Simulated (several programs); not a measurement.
**Ba2TeS (ordering on rocksalt) from semi-empirical methods to plane-wave DFT**

An ordered 4-atom cell of Ba2TeS on the rocksalt lattice (R-3m), relaxed with r2SCAN in Ansatz, was computed with several methods. It is trigonal, R-3m (No. 166); a = 4.751 Å, c = 23.468 Å in the conventional setting, 38.23 Å³ an atom. S has 6 Ba at 3.27 Å; Te has 6 Ba at 3.47 Å; Ba has 3 S at 3.27 Å and 3 Te at 3.47 Å. (Calculated; spin-unpolarised; the phase may be known or hypothetical.)

```cif
data_structure
_symmetry_space_group_name_H-M 'R-3m:H'
_symmetry_Int_Tables_number 166
_cell_length_a 4.7512
_cell_length_b 4.7512
_cell_length_c 23.4676
_cell_angle_alpha 90.000
_cell_angle_beta 90.000
_cell_angle_gamma 120.000
_cell_volume 458.79
loop_
_atom_site_label
_atom_site_type_symbol
_atom_site_symmetry_multiplicity
_atom_site_Wyckoff_symbol
_atom_site_fract_x
_atom_site_fract_y
_atom_site_fract_z
_atom_site_occupancy
S1 S 3 a 0.00000 0.00000 0.00000 1
Te1 Te 3 b 0.33333 0.66667 0.16667 1
Ba1 Ba 6 c 0.00000 0.00000 0.25754 1
```

Gaps and times are for a single point on this cell; volume and bulk modulus come from each method's own relaxation or energy curve at fixed shape, which is too stiff where a cell has free coordinates or axes. Times are rough, from shared hosts (Arm Neoverse V1; Arm Neoverse V2), and each method has its own mesh and cell size. A double dagger marks a value from a curve with shape and coordinates held. PM6 (MOPAC), PM7 (MOPAC) treat a cluster of cells at its zone centre, which samples few k points: where these miss a band edge, the gap comes out too large for that reason alone. Gaps from k meshes are read at a limited set of points (mesh, symmetry points, PBE's band edges), so each method's own least gap may be somewhat smaller. xTB and the PM methods were fitted mostly to molecules, and can miss a solid's gap by electronvolts. Minimal bases can be far off for gaps. PBE/DZVP lies far from plane-wave PBE here, an effect of basis or sampling. Times of the plane-wave rungs are withheld (a dash), since they come from other jobs, hosts and meshes; the meshes of hybrids and Hartree-Fock don't converge their gaps to the digits shown. GLLB-SC's gap includes the derivative discontinuity. G0W0 is at finite bands, cutoff and mesh. d marks a direct gap, i an indirect one (no mark: not told apart), a dash a value that wasn't computed or didn't pass its checks.

```
                            method              kind  gap (eV)  own volume (Å³/atom)  bulk modulus (GPa)  atoms computed  processor time
  light PBE (260 eV, its own mesh)  light plane-wave    1.59 i                     –                   –               4           1.3 s
                       PM7 (MOPAC)    semi-empirical      4.72                     –                   –         cluster           1.6 s
                               PBE         semilocal    1.64 i                 38.29                 34‡               4               –
                       PM6 (MOPAC)    semi-empirical      2.66                     –                   –         cluster            14 s
                            r2SCAN         semilocal    1.97 i                 38.23                 37‡               4               –
                    PBE/SZV (CP2K)       small basis    0.40 i                     –                   –               4            21 s
            PBE/single zeta (GPAW)       small basis    1.58 i                     –                   –               4            34 s
                   PBE/DZVP (CP2K)       small basis    2.13 i                39.22‡                 35‡               4            44 s
                           PBE+SOC         semilocal    1.42 i                     –                   –               4               –
                    GLLB-SC (GPAW)   model potential      3.38                     –                   –               4         2.5 min
                              PBE0            hybrid    3.03 i                     –                   –               4               –
                             HSE06            hybrid    2.37 i                     –                   –               4               –
G0W0@PBE (120 eV screening cutoff)         many-body      2.71                     –                   –               4               –
```

Against HSE06 (2.37 eV) the nearest gap at the points sampled is that of PBE/DZVP (CP2K) (-0.24 eV) and the farthest that of PM7 (MOPAC) (+2.35 eV). HSE06 is only a yardstick of convenience, and nearness to it can be luck.

Volumes against r2SCAN's: PBE +0.2 %.

Runs without a result: GFN1-xTB (tblite) (single point), GFN2-xTB (tblite) (single point).

Only the rows marked +SOC include spin-orbit coupling.
